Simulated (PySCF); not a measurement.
# A diatomic session: CuBr+, part 2 of 2

PySCF 2.14.0; Cu def2-TZVPPD, Br def2-TZVPPD; no relativity. Earlier steps stand in the parts before.

### 9 BHandHLYP

The SCF at the reference distance, 2.246 Å, printed:

```text
[... 17 set-up lines left out, the same as in an earlier log ...]
XC functionals = BHANDHLYP
    A. D. Becke.,  J. Chem. Phys. 98, 1372 (1993)
    Defined through Gaussian implementation.
[... 2 set-up lines left out, the same as in an earlier log ...]
init E= -4214.30122800688
cycle= 1 E= -4214.30253393129  delta_E= -0.00131  |g|= 0.129  |ddm|= 0.15
cycle= 2 E= -4214.29121422406  delta_E= 0.0113  |g|= 0.299  |ddm|= 0.154
cycle= 3 E= -4214.30562215282  delta_E= -0.0144  |g|= 0.0187  |ddm|= 0.0935
cycle= 4 E= -4214.3058327258  delta_E= -0.000211  |g|= 0.0137  |ddm|= 0.0203
cycle= 5 E= -4214.3061190676  delta_E= -0.000286  |g|= 0.00511  |ddm|= 0.0421
cycle= 6 E= -4214.30616882868  delta_E= -4.98e-05  |g|= 0.00245  |ddm|= 0.0229
cycle= 7 E= -4214.30617064821  delta_E= -1.82e-06  |g|= 0.000534  |ddm|= 0.00367
cycle= 8 E= -4214.30617092822  delta_E= -2.8e-07  |g|= 7.76e-05  |ddm|= 0.00135
cycle= 9 E= -4214.30617093967  delta_E= -1.14e-08  |g|= 2.84e-05  |ddm|= 0.00029
cycle= 10 E= -4214.3061709411  delta_E= -1.43e-09  |g|= 7.97e-06  |ddm|= 0.000113
cycle= 11 E= -4214.30617094131  delta_E= -2.06e-10  |g|= 3.12e-06  |ddm|= 4.37e-05
Extra cycle  E= -4214.30617094132  delta_E= -1.36e-11  |g|= 3.29e-06  |ddm|= 9.55e-06
converged SCF energy = -4214.30617094132  <S^2> = 0.75525658  2S+1 = 2.0052497
```

Re = 2.363 Å, ωe = 190.1 cm⁻¹, ωexe = 0.922 cm⁻¹, αe = 0.000624 cm⁻¹, Be = 0.08621 cm⁻¹, De = 1.13 eV, μ = -3.60 D. 58 s of CPU time for 12 points, integrals apart.

### 10 M06-2X

The SCF at the reference distance, 2.246 Å, printed:

```text
[... 17 set-up lines left out, the same as in an earlier log ...]
XC functionals = M062X
    Y. Zhao and D. G. Truhlar.,  Theor. Chem. Acc. 120, 215 (2008)
    Y. Zhao and D. G. Truhlar.,  Theor. Chem. Acc. 120, 215 (2008)
[... 2 set-up lines left out, the same as in an earlier log ...]
init E= -4214.34765085354
cycle= 1 E= -4214.3528018863  delta_E= -0.00515  |g|= 0.152  |ddm|= 0.21
cycle= 2 E= -4214.33927659665  delta_E= 0.0135  |g|= 0.335  |ddm|= 0.166
cycle= 3 E= -4214.35716333279  delta_E= -0.0179  |g|= 0.0289  |ddm|= 0.0998
cycle= 4 E= -4214.3575418207  delta_E= -0.000378  |g|= 0.0161  |ddm|= 0.0248
cycle= 5 E= -4214.35795915621  delta_E= -0.000417  |g|= 0.00569  |ddm|= 0.0448
cycle= 6 E= -4214.35804212067  delta_E= -8.3e-05  |g|= 0.00276  |ddm|= 0.0279
cycle= 7 E= -4214.35804463843  delta_E= -2.52e-06  |g|= 0.000926  |ddm|= 0.00408
cycle= 8 E= -4214.35804518714  delta_E= -5.49e-07  |g|= 0.000164  |ddm|= 0.00177
cycle= 9 E= -4214.35804521035  delta_E= -2.32e-08  |g|= 4.09e-05  |ddm|= 0.000337
cycle= 10 E= -4214.35804521412  delta_E= -3.77e-09  |g|= 1.6e-05  |ddm|= 0.000149
cycle= 11 E= -4214.35804521481  delta_E= -6.89e-10  |g|= 4.31e-06  |ddm|= 7.63e-05
Extra cycle  E= -4214.35804521485  delta_E= -3.55e-11  |g|= 2.84e-06  |ddm|= 1.38e-05
converged SCF energy = -4214.35804521485  <S^2> = 0.75464978  2S+1 = 2.0046444
```

Re = 2.409 Å, ωe = 199.1 cm⁻¹, ωexe = 0.790 cm⁻¹, αe = 0.000454 cm⁻¹, Be = 0.08299 cm⁻¹, De = 1.28 eV, μ = -3.53 D.

### 11 BLYP (GGA)

The SCF at the reference distance, 2.246 Å, printed:

```text
[... 13 set-up lines left out, the same as in an earlier log ...]
max_memory 4900 MB (current use 1665 MB)
[... 3 set-up lines left out, the same as in an earlier log ...]
XC functionals = BLYP
[... 5 set-up lines left out, the same as in an earlier log ...]
init E= -4214.49240475837
cycle= 1 E= -4214.36649470112  delta_E= 0.126  |g|= 0.737  |ddm|= 0.512
cycle= 2 E= -4213.00275199377  delta_E= 1.36  |g|= 2.53  |ddm|=  3.4
cycle= 3 E= -4214.42603472815  delta_E= -1.42  |g|= 0.581  |ddm|= 3.11
cycle= 4 E= -4214.478391605  delta_E= -0.0524  |g|= 0.214  |ddm|= 0.234
cycle= 5 E= -4214.49620842992  delta_E= -0.0178  |g|= 0.118  |ddm|= 0.341
cycle= 6 E= -4214.50078130557  delta_E= -0.00457  |g|= 0.0119  |ddm|= 0.0769
cycle= 7 E= -4214.50082605294  delta_E= -4.47e-05  |g|= 0.00718  |ddm|= 0.0176
cycle= 8 E= -4214.50084512635  delta_E= -1.91e-05  |g|= 0.00137  |ddm|= 0.0057
cycle= 9 E= -4214.50084550445  delta_E= -3.78e-07  |g|= 0.000559  |ddm|= 0.000442
cycle= 10 E= -4214.50084556742  delta_E= -6.3e-08  |g|= 0.000222  |ddm|= 0.000165
cycle= 11 E= -4214.50084558333  delta_E= -1.59e-08  |g|= 4.76e-06  |ddm|= 0.000166
cycle= 12 E= -4214.50084558333  delta_E= 9.09e-13  |g|= 2.67e-06  |ddm|= 4.21e-06
Extra cycle  E= -4214.50084558316  delta_E= 1.66e-10  |g|= 2.52e-05  |ddm|= 1.69e-05
converged SCF energy = -4214.50084558316  <S^2> = 0.75196836  2S+1 = 2.0019674
```

Re = 2.252 Å, ωe = 269.7 cm⁻¹, ωexe = 1.24 cm⁻¹, αe = 0.000536 cm⁻¹, Be = 0.09497 cm⁻¹, De = 1.95 eV, μ = -3.83 D. 31 s of CPU time for 12 points, integrals apart.

### 12 revPBE (GGA)

The SCF at the reference distance, 2.246 Å, printed:

```text
[... 17 set-up lines left out, the same as in an earlier log ...]
XC functionals = PBE_R,PBE
    Y. Zhang and W. Yang.,  Phys. Rev. Lett. 80, 890 (1998)
[... 4 set-up lines left out, the same as in an earlier log ...]
init E= -4214.05146225911
cycle= 1 E= -4213.95701184957  delta_E= 0.0945  |g|= 0.624  |ddm|= 0.441
cycle= 2 E= -4212.95180183412  delta_E= 1.01  |g|=  2.2  |ddm|= 2.67
cycle= 3 E= -4213.99464492638  delta_E= -1.04  |g|= 0.505  |ddm|= 2.31
cycle= 4 E= -4214.05246311196  delta_E= -0.0578  |g|= 0.0874  |ddm|= 0.247
cycle= 5 E= -4214.05279691667  delta_E= -0.000334  |g|= 0.103  |ddm|= 0.18
cycle= 6 E= -4214.05643138281  delta_E= -0.00363  |g|= 0.00641  |ddm|= 0.0738
cycle= 7 E= -4214.05644616977  delta_E= -1.48e-05  |g|= 0.00342  |ddm|= 0.00909
cycle= 8 E= -4214.05645036923  delta_E= -4.2e-06  |g|= 0.000597  |ddm|= 0.00257
cycle= 9 E= -4214.05645044872  delta_E= -7.95e-08  |g|= 0.000186  |ddm|= 0.000238
cycle= 10 E= -4214.05645045651  delta_E= -7.79e-09  |g|= 5.36e-05  |ddm|= 7.55e-05
cycle= 11 E= -4214.0564504576  delta_E= -1.09e-09  |g|= 1.41e-05  |ddm|= 5.89e-05
cycle= 12 E= -4214.05645045766  delta_E= -6.55e-11  |g|= 3.93e-06  |ddm|= 8.59e-06
Extra cycle  E= -4214.05645045736  delta_E= 3.06e-10  |g|= 3.47e-05  |ddm|= 2.24e-05
converged SCF energy = -4214.05645045736  <S^2> = 0.7526152  2S+1 = 2.0026135
```

Re = 2.243 Å, ωe = 271.6 cm⁻¹, ωexe = 1.30 cm⁻¹, αe = 0.000551 cm⁻¹, Be = 0.09569 cm⁻¹, De = 1.85 eV, μ = -4.02 D. 23 s of CPU time for 12 points, integrals apart.

### 13 ωB97X (range-separated hybrid)

Output of the SCF at 2.246 Å:

```text
[... 17 set-up lines left out, the same as in an earlier log ...]
XC functionals = WB97X
    J.-D. Chai and M. Head-Gordon.,  J. Chem. Phys. 128, 084106 (2008)
[... 2 set-up lines left out, the same as in an earlier log ...]
init E= -4214.43358427742
cycle= 1 E= -4214.4349355942  delta_E= -0.00135  |g|= 0.0194  |ddm|= 0.103
cycle= 2 E= -4214.43497922901  delta_E= -4.36e-05  |g|= 0.0446  |ddm|= 0.0315
cycle= 3 E= -4214.43527639416  delta_E= -0.000297  |g|= 0.00737  |ddm|= 0.012
cycle= 4 E= -4214.43537191335  delta_E= -9.55e-05  |g|= 0.00664  |ddm|= 0.0147
cycle= 5 E= -4214.43547059346  delta_E= -9.87e-05  |g|= 0.00235  |ddm|= 0.0231
cycle= 6 E= -4214.43549904759  delta_E= -2.85e-05  |g|= 0.0014  |ddm|= 0.0153
cycle= 7 E= -4214.43550082205  delta_E= -1.77e-06  |g|= 0.000237  |ddm|= 0.00396
cycle= 8 E= -4214.43550089593  delta_E= -7.39e-08  |g|= 4.75e-05  |ddm|= 0.000488
cycle= 9 E= -4214.43550090065  delta_E= -4.72e-09  |g|= 1.62e-05  |ddm|= 0.000122
cycle= 10 E= -4214.43550090136  delta_E= -7.05e-10  |g|= 7.52e-06  |ddm|= 6.19e-05
Extra cycle  E= -4214.43550090145  delta_E= -9.55e-11  |g|= 8.42e-06  |ddm|= 2.13e-05
converged SCF energy = -4214.43550090145  <S^2> = 0.75520331  2S+1 = 2.0051966
```

Re = 2.254 Å, ωe = 239.0 cm⁻¹, ωexe = 1.81 cm⁻¹, αe = 0.000792 cm⁻¹, Be = 0.09476 cm⁻¹, De = 1.47 eV, μ = -3.68 D. 2.2 min of CPU time for 12 points, integrals apart.

### 14 UHF (mean field)

Output of the SCF at 2.246 Å:

```text
******** <class 'pyscf.scf.uhf_symm.SymAdaptedUHF'> ********
method = SymAdaptedUHF
[... 11 set-up lines left out, the same as in an earlier log ...]
max_memory 4900 MB (current use 1907 MB)
[... 1 set-up line left out, the same as in an earlier log ...]
Overwritten attributes  get_j get_jk get_hcore get_k get_occ  of <class 'pyscf.scf.uhf_symm.SymAdaptedUHF'>
<class 'pyscf.scf.uhf_symm.SymAdaptedUHF'> does not have attributes  refdm
[... 1 set-up line left out, the same as in an earlier log ...]
init E= -4211.05739437996
cycle= 1 E= -4211.08420442623  delta_E= -0.0268  |g|= 0.213  |ddm|= 0.301
cycle= 2 E= -4211.08449167795  delta_E= -0.000287  |g|= 0.265  |ddm|= 0.213
cycle= 3 E= -4211.09601152759  delta_E= -0.0115  |g|= 0.0421  |ddm|= 0.0745
cycle= 4 E= -4211.09797062172  delta_E= -0.00196  |g|= 0.0233  |ddm|= 0.0592
cycle= 5 E= -4211.09916339954  delta_E= -0.00119  |g|= 0.00908  |ddm|= 0.0596
cycle= 6 E= -4211.0993262873  delta_E= -0.000163  |g|= 0.0041  |ddm|= 0.0173
cycle= 7 E= -4211.09934304749  delta_E= -1.68e-05  |g|= 0.00127  |ddm|= 0.00814
cycle= 8 E= -4211.09934403125  delta_E= -9.84e-07  |g|= 0.000642  |ddm|= 0.00258
cycle= 9 E= -4211.09934438196  delta_E= -3.51e-07  |g|= 0.00018  |ddm|= 0.00122
cycle= 10 E= -4211.09934441445  delta_E= -3.25e-08  |g|= 4.74e-05  |ddm|= 0.000504
cycle= 11 E= -4211.09934442078  delta_E= -6.32e-09  |g|= 2.97e-05  |ddm|= 0.000252
cycle= 12 E= -4211.09934442247  delta_E= -1.69e-09  |g|= 2.08e-05  |ddm|= 0.000177
cycle= 13 E= -4211.09934442282  delta_E= -3.57e-10  |g|= 4.58e-06  |ddm|= 5.09e-05
Extra cycle  E= -4211.09934442285  delta_E= -2.55e-11  |g|= 3.37e-06  |ddm|= 9.24e-06
converged SCF energy = -4211.09934442285  <S^2> = 0.75957187  2S+1 = 2.0095491
```

Re = 2.576 Å, ωe = 146.1 cm⁻¹, ωexe = 1.12 cm⁻¹, αe = 0.000628 cm⁻¹, Be = 0.07256 cm⁻¹, De = 0.64 eV, μ = -4.45 D. 56 s of CPU time for 12 points, integrals apart.

### 15 MP2

Reference: UHF; core orbitals frozen: 14.

Correlation energy (eV) along the bond:

```tsv
R (Å)	MP2	SCS-MP2
1.932	-29.897	-27.124
2.021	-29.649	-26.928
2.111	-29.436	-26.760
2.179	-29.299	-26.652
2.246	-29.180	-26.558
2.313	-29.077	-26.477
2.403	-28.961	-26.385
2.515	-28.843	-26.291
2.650	-28.734	-26.204
2.830	-28.627	-26.119
```

UHF-MP2: Re = 2.296 Å, ωe = 209.0 cm⁻¹, ωexe = 1.09 cm⁻¹, αe = 0.000647 cm⁻¹, Be = 0.09137 cm⁻¹, De = 1.21 eV.

UHF-SCS-MP2: Re = 2.351 Å, ωe = 194.4 cm⁻¹, ωexe = 1.07 cm⁻¹, αe = 0.000623 cm⁻¹, Be = 0.08709 cm⁻¹, De = 1.07 eV.

### 16 All curves

Energy (eV) from each level's lowest point:

```tsv
R (Å)	UHF	UHF-MP2	UHF-SCS-MP2	PBE	revPBE	BLYP	r²SCAN	PBE0	BHandHLYP	M06-2X	ωB97X	B2PLYP
1.932	1.683	0.725	0.898	0.724	0.795	0.834	0.652	0.730	0.969	1.205	0.757	0.722
2.021	1.051	0.342	0.462	0.293	0.342	0.367	0.247	0.304	0.498	0.676	0.324	0.293
2.111	0.626	0.130	0.205	0.075	0.103	0.117	0.052	0.087	0.224	0.344	0.101	0.084
2.179	0.405	0.046	0.092	0.008	0.022	0.028	0.000	0.017	0.104	0.186	0.024	0.018
2.246	0.247	0.007	0.028	0.000	0.000	0.000	0.005	0.000	0.035	0.084	0.000	0.000
2.313	0.138	0.000	0.000	0.034	0.021	0.016	0.051	0.020	0.003	0.026	0.011	0.013
2.403	0.048	0.027	0.002	0.123	0.094	0.084	0.153	0.083	0.000	0.000	0.061	0.059
2.515	0.000	0.096	0.047	0.275	0.228	0.216	0.317	0.191	0.040	0.025	0.155	0.145
2.650	0.001	0.207	0.136	0.484	0.416	0.404	0.533	0.334	0.124	0.109	0.288	0.268
2.830	0.055	0.368	0.275	0.758	0.666	0.659	0.806	0.521	0.262	0.265	0.472	0.440
```

The whole job (state search and all levels along the bond) took 7.7 min on 2 threads of Intel Xeon Platinum 8259CL @ 2.50GHz (shared host), peak memory 7.2 GiB.

### 17 Results

The summary covers parts 1 to 2.

Lowest PBE0 solution found, without spin–orbit coupling: ²Π (doublet), unpaired electrons π ↑. State 2 has its PBE0 minimum 0.65 eV higher. The other levels ran on the lowest alone.

```tsv
level	Re (Å)	ωe (cm⁻¹)	De (eV)	μ (D)
UHF	2.576	146.1	0.64	-4.45
UHF-MP2	2.296	209.0	1.21	n/a
UHF-SCS-MP2	2.351	194.4	1.07	n/a
PBE	2.223	282.9	2.07	-3.91
revPBE	2.243	271.6	1.85	-4.02
BLYP	2.252	269.7	1.95	-3.83
r²SCAN	2.204	291.5	2.02	-4.21
PBE0	2.238	255.3	1.52	-3.92
BHandHLYP	2.363	190.1	1.13	-3.60
M06-2X	2.409	199.1	1.28	-3.53
ωB97X	2.254	239.0	1.47	-3.68
B2PLYP	2.247	227.6	1.38	-3.49
```

De is counted to Cu+ + Br in their ground configurations. A positive dipole points from Cu to Br; in an ion it is taken about the centre of mass and does not tell which atom is negative.

Time per point (s) on 2 threads of Intel Xeon Platinum 8259CL at 2.50GHz, shared host (CPU time, shared integrals of 3.3 s apart; correlated levels include their reference); the times are rough: UHF 4.7, UHF-MP2 8.6, UHF-SCS-MP2 8.6, PBE 2.7, revPBE 1.9, BLYP 2.6, r²SCAN 3.2, PBE0 6.8, BHandHLYP 4.9, M06-2X 6.1, ωB97X 11, B2PLYP 7.8.

In words: The methods spread over 0.372 Å in bond length, from r²SCAN to UHF. Of the levels with a De here, UHF gives the least (0.64 eV) and PBE the most (2.07 eV).

Correlated steps freeze 14 core orbitals. B2PLYP dipoles, levels and charges come from its SCF part alone. The state is the lowest single determinant that the PBE0 search found; with open d or f shells the true ground state can be another one.
